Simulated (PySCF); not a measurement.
**WHF: quintet, from a bent start**

Where does quintet WHF go from a bent start, is the end point a minimum, and what are its modes, charges and moments?

Program: PySCF 2.14.0. Level of theory: PBE0, basis W def2-TZVP with ECP60, H def2-TZVP, F def2-TZVP, scalar-relativistic core potentials, no spin–orbit coupling, density fitting. These are calculated values, not measurements.

## (1) The system as given

3 atoms, charge 0, spin multiplicity 5.

Bond lengths: W1–H2 1.690 Å, W1–F3 2.010 Å. Angles: H2–W1–F3 110.0°.

```xyz
3
charge 0 multiplicity 5
W     0.0000    0.0000    0.0000
H    -1.3844    0.0000    0.9693
F     1.6465    0.0000    1.1529
```

## (2) First SCF at the start

The steps below are one call of a driver around PySCF. For each, scf.py gives the equivalent set-up of the SCF; relaxations use the driver's own optimiser. After this first run the driver tries any further starts and a stability analysis.

The input, scf.py:

```python
from pyscf import gto, scf, dft
mol = gto.M(atom='''
W      0.000000     0.000000     0.000000
H     -1.384400     0.000000     0.969300
F      1.646500     0.000000     1.152900''',
    basis={'W': 'def2-TZVP', 'H': 'def2-TZVP', 'F': 'def2-TZVP'},
    ecp={'W': 'def2-TZVP'},
    charge=0, spin=4)
mf = dft.UKS(mol, xc='PBE0')
mf.grids.atom_grid = (50, 194)
aux = {'W': 'def2-universal-JKFIT', 'H': 'def2-universal-JKFIT', 'F': 'def2-universal-JKFIT'}
mf = mf.density_fit(auxbasis=aux)
mf.conv_tol = 1e-08
mf.diis_space = 10
mf.max_cycle = 60
mf.init_guess = 'minao'
mf.verbose = 4
mf.kernel()
```

Started as:

```bash
$ OMP_NUM_THREADS=2 python axn.py task.json out
```

What it wrote:

```text
init E= -148.72891525993
[... the frontier-level lines of each cycle are left out ...]
cycle= 1 E= -167.264713247701  delta_E= -18.5  |g|= 0.578  |ddm|= 4.65
cycle= 2 E= -165.668139290419  delta_E=  1.6  |g|= 2.21  |ddm|= 1.37
cycle= 3 E= -167.391563811774  delta_E= -1.72  |g|= 0.122  |ddm|= 0.979
cycle= 4 E= -167.396581933672  delta_E= -0.00502  |g|= 0.0843  |ddm|= 0.166
cycle= 5 E= -167.399764328327  delta_E= -0.00318  |g|= 0.014  |ddm|= 0.0712
cycle= 6 E= -167.399953636503  delta_E= -0.000189  |g|= 0.00599  |ddm|= 0.0259
cycle= 7 E= -167.399993478951  delta_E= -3.98e-05  |g|= 0.00252  |ddm|= 0.0128
cycle= 8 E= -167.400008816126  delta_E= -1.53e-05  |g|= 0.000972  |ddm|= 0.00879
cycle= 9 E= -167.400013651726  delta_E= -4.84e-06  |g|= 0.00047  |ddm|= 0.00566
cycle= 10 E= -167.400014612497  delta_E= -9.61e-07  |g|= 0.000222  |ddm|= 0.00224
cycle= 11 E= -167.400014977105  delta_E= -3.65e-07  |g|= 9.43e-05  |ddm|= 0.00174
cycle= 12 E= -167.400015039089  delta_E= -6.2e-08  |g|= 3.63e-05  |ddm|= 0.000728
cycle= 13 E= -167.400015048082  delta_E= -8.99e-09  |g|= 9.28e-06  |ddm|= 0.000327
Extra cycle  E= -167.400015048247  delta_E= -1.65e-10  |g|= 8.52e-06  |ddm|= 2.59e-05
converged SCF energy = -167.400015048247  <S^2> = 6.0180043  2S+1 = 5.0071965
```

This step, with its further starts and checks, ran for 7.2 s (2 threads of Arm Neoverse V1, shared host).

Energies from each starting density:

```csv
start,energy (Eh)
the minimal-basis guess,-167.400015
a thermally smeared density,-167.400015
a smeared PBE density,-167.400015
```

No lower solution of this spin turned up from the other starts or in the test of internal stability.

## (3) Bent start, quintet: relaxation

The program finds Cs symmetry in the start, which this walk keeps.

scf.py: that of step 2 with these lines changed.

```diff
@@ -3,3 +3,3 @@
-W      0.000000     0.000000     0.000000
-H     -1.384400     0.000000     0.969300
-F      1.646500     0.000000     1.152900''',
+W     -0.146529     0.000000    -0.112181
+H     -1.530929     0.000000     0.857119
+F      1.499971     0.000000     1.040719''',
@@ -16 +15,0 @@
-mf.init_guess = 'minao'
```

Steps of the walk:

```csv
step,energy (Eh),change (kJ/mol),largest symmetric gradient (Eh/bohr)
0,-167.400015,0.00,0.04682
1,-167.408708,-22.82,0.01099
2,-167.409571,-25.09,0.00738
3,-167.409833,-25.78,0.00180
4,-167.409850,-25.82,0.00050
5,-167.409851,-25.82,0.00023
```

The walk took 8.7 s.

Positions (Å) and forces (eV/Å) along the way:

```
step 0
W   -0.147   0.000  -0.112   2.408   0.000   1.826
H   -1.531   0.000   0.857  -0.382   0.000  -0.100
F    1.500   0.000   1.041  -2.026   0.000  -1.725
step 1
W   -0.101   0.000  -0.052   0.566   0.000   0.500
H   -1.549   0.000   0.841  -0.261   0.000  -0.080
F    1.473   0.000   0.997  -0.305   0.000  -0.420
step 3
W   -0.087   0.000   0.012  -0.095   0.000   0.017
H   -1.614   0.000   0.809   0.018   0.000  -0.031
F    1.524   0.000   0.964   0.077   0.000   0.015
step 5
W   -0.088   0.000   0.020  -0.009   0.000   0.011
H   -1.621   0.000   0.804   0.013   0.000  -0.002
F    1.532   0.000   0.961  -0.003   0.000  -0.009
```

It settles in Cs symmetry, 25.8 kJ/mol below the start, after 5 steps: W–F 1.874 Å, W–H 1.722 Å; F–W–H 122.8°.

## (4) Frequencies

On the finer grid the gradient is checked again; gradients at displacements of ±0.02 bohr then give force constants and infrared intensities.

scf.py: that of step 3 with these lines changed.

```diff
@@ -3,3 +3,3 @@
-W     -0.146529     0.000000    -0.112181
-H     -1.530929     0.000000     0.857119
-F      1.499971     0.000000     1.040719''',
+W     -0.143562     0.000000    -0.092530
+H     -1.674556     0.000000     0.693174
+F      1.475610     0.000000     0.850321''',
@@ -10 +10 @@
-mf.grids.atom_grid = (50, 194)
+mf.grids.atom_grid = (75, 302)
@@ -13 +13 @@
-mf.conv_tol = 1e-08
+mf.conv_tol = 1e-10
```

This SCF starts from the last density.

SCF at the final geometry:

```text
init E= -167.409953785603
[... the frontier-level lines of each cycle are left out ...]
cycle= 1 E= -167.409953785606  delta_E= -2.98e-12  |g|= 2.09e-06  |ddm|= 2.7e-06
Extra cycle  E= -167.409953785607  delta_E= -2.27e-13  |g|= 3.57e-06  |ddm|= 3.2e-06
converged SCF energy = -167.409953785607  <S^2> = 6.0158778  2S+1 = 5.0063471
```

The whole step took 36 s.

Geometry: Cs; W–F 1.874 Å, W–H 1.721 Å; F–W–H 122.6°.

Modes, for the most abundant isotopes:

```tsv
symmetry	ω (cm⁻¹)	IR (km/mol)	μ (u)	type
a'	505	20.9	1.08	bend
a'	663	137	17.08	stretch
a'	1952	134	1.01	stretch
```

Every mode is real; the point is a minimum.

Constants and moments:

| Quantity | Value |
| --- | --- |
| Dipole moment | 2.14 D |
| Highest occupied level | -6.07 eV |
| Lowest empty level | -2.25 eV |
| Rotational constants | 8.169, 0.2731, 0.2643 cm⁻¹ |
| Zero-point energy | 18.7 kJ/mol |
| Principal polarisabilities | 43.5, 47.6, 48.2 bohr³ |
| Atomisation energy without zero-point energy | 847 kJ/mol |
| Principal traceless quadrupole moments about the centre of mass | -4.30, 1.64, 2.67 D Å |
| Entropy at 298.15 K and 1 bar (electronic part: spin only) | 278.7 J/(mol K) |
| Heat capacity Cp at 298.15 K | 42.3 J/(mol K) |
| Enthalpy at 298.15 K above 0 K | 10.83 kJ/mol |
| Rotational symmetry number | 1 |
| Spin squared ⟨S²⟩ | 6.016 |

Populations by atom (charges in e):

| atom | Mulliken | Löwdin | polar tensor | spin (Mulliken) | Mayer order to W1 |
| --- | --- | --- | --- | --- | --- |
| W1 | 0.52 | 0.40 | 0.89 | 4.12 | – |
| H2 | -0.11 | -0.13 | -0.25 | -0.12 | 0.97 |
| F3 | -0.42 | -0.27 | -0.65 | 0.00 | 0.95 |

Mulliken populations on W1 (outside its core potential): s 2.88, p 6.26, d 4.29, f 0.04.

## (5) Results

| quantity | value |
| --- | --- |
| minimum | quintet, Cs |
| geometry | W–F 1.874 Å, W–H 1.721 Å; F–W–H 122.6° |
| wavenumbers (cm⁻¹) | 505 (a'), 663 (a'), 1952 (a') |
| dipole moment | 2.14 D |
| highest occupied, lowest empty level (either spin) | -6.07, -2.25 eV |
| polar-tensor charge of W1 | +0.89 e |
| zero-point energy | 18.7 kJ/mol |
| entropy at 298.15 K | 278.7 J/(mol K) |
| atomisation energy (no zero-point energy) | 847 kJ/mol |
| ⟨S²⟩ | 6.016 |

**Reading.** The molecule stays Cs, as typed, and the end point is a minimum. In the infrared the band at 663 cm⁻¹ (a', stretch) leads. Most of the spin sits on W1 (Mulliken spin 4.12, against 4 for the whole molecule). Only this shape and spin were tried, so other structures or states may lie lower. One determinant may miss the lowest occupation of an open d or f shell. Spin–orbit coupling, left out here, can matter for elements this heavy.

The search up to here took 52 s.
